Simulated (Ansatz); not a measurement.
# CH4AlClS: basis-set convergence

One table from this session's results is given with a row withheld; the runs are named, their logs left out.

Method: one geometry, several basis sets; program: Ansatz 0.2.0, Gaussian basis.

The runs, in order: PBE0-D4/def2-SVP; ωB97M-V/def2-SVP; PBE0-D4/def2-QZVPP; ωB97M-V/def2-QZVPP; the functionals' def2-TZVPP values are taken from earlier runs.

## Structure used throughout

The geometry comes from an earlier relaxation with PBE0-D4 in a triple-zeta def2 set; it is a stationary point, not always the lowest conformer.

SMILES `C[S][AlH][Cl]`, 8 atoms, charge 0, spin multiplicity 1.

Atoms are counted from 1 here; the program's logs count them from 0.

Bond lengths: C1–S2 1.824 Å, C1–H5 1.091 Å, C1–H6 1.089 Å, C1–H7 1.089 Å, S2–Al3 2.158 Å, Al3–Cl4 2.092 Å, Al3–H8 1.574 Å. Angles: S2–C1–H5 112.0°, S2–C1–H6 108.6°, S2–C1–H7 108.7°, H5–C1–H6 109.0°, H5–C1–H7 109.0°, H6–C1–H7 109.4°, C1–S2–Al3 100.1°, S2–Al3–Cl4 118.0°, S2–Al3–H8 120.9°, Cl4–Al3–H8 121.0°.

The first run:

File in.yaml:

```yaml
crystal:
  periodic: [false, false, false]
  atoms:
    - {symbol: C, position_ang: [-1.003852, 0.824815, -0.567326]}
    - {symbol: S, position_ang: [-0.818114, -0.960933, -0.245107]}
    - {symbol: Al, position_ang: [1.154649, -0.986024, 0.629501]}
    - {symbol: Cl, position_ang: [1.941425, -2.829928, 1.225813]}
    - {symbol: H, position_ang: [-0.123681, 1.389836, -0.258688]}
    - {symbol: H, position_ang: [-1.163382, 0.971088, -1.634523]}
    - {symbol: H, position_ang: [-1.870557, 1.189527, -0.018166]}
    - {symbol: H, position_ang: [1.975612, 0.344420, 0.812696]}
basis:
  gaussian: {orbitals: def2-SVP}
hamiltonian: {xc: pbe0, dispersion: d4}
output: {orbitals: {seedname: orbitals}}
```

Among the steps run: PBE0-D4 in def2-SVP; ωB97M-V in def2-SVP; PBE0-D4 in def2-QZVPP; ωB97M-V in def2-QZVPP.

One of the session's tables, all rows but one given; the rest of the session is left out.

It belongs to the step «Functionals by basis». 

| functional | basis | HOMO (eV) |
| --- | --- | --- |
| PBE0-D4 | def2-SVP | -7.35 |
| PBE0-D4 | def2-TZVPP | ? |
| PBE0-D4 | def2-QZVPP | -7.44 |
| ωB97M-V | def2-SVP | -9.45 |
| ωB97M-V | def2-TZVPP | -9.57 |
| ωB97M-V | def2-QZVPP | -9.60 |

Estimate the missing values for PBE0-D4, def2-TZVPP.

**Answer.** HOMO (eV): -7.41. In the column «HOMO (eV)» it lies between PBE0-D4, def2-QZVPP (-7.44) and PBE0-D4, def2-SVP (-7.35).
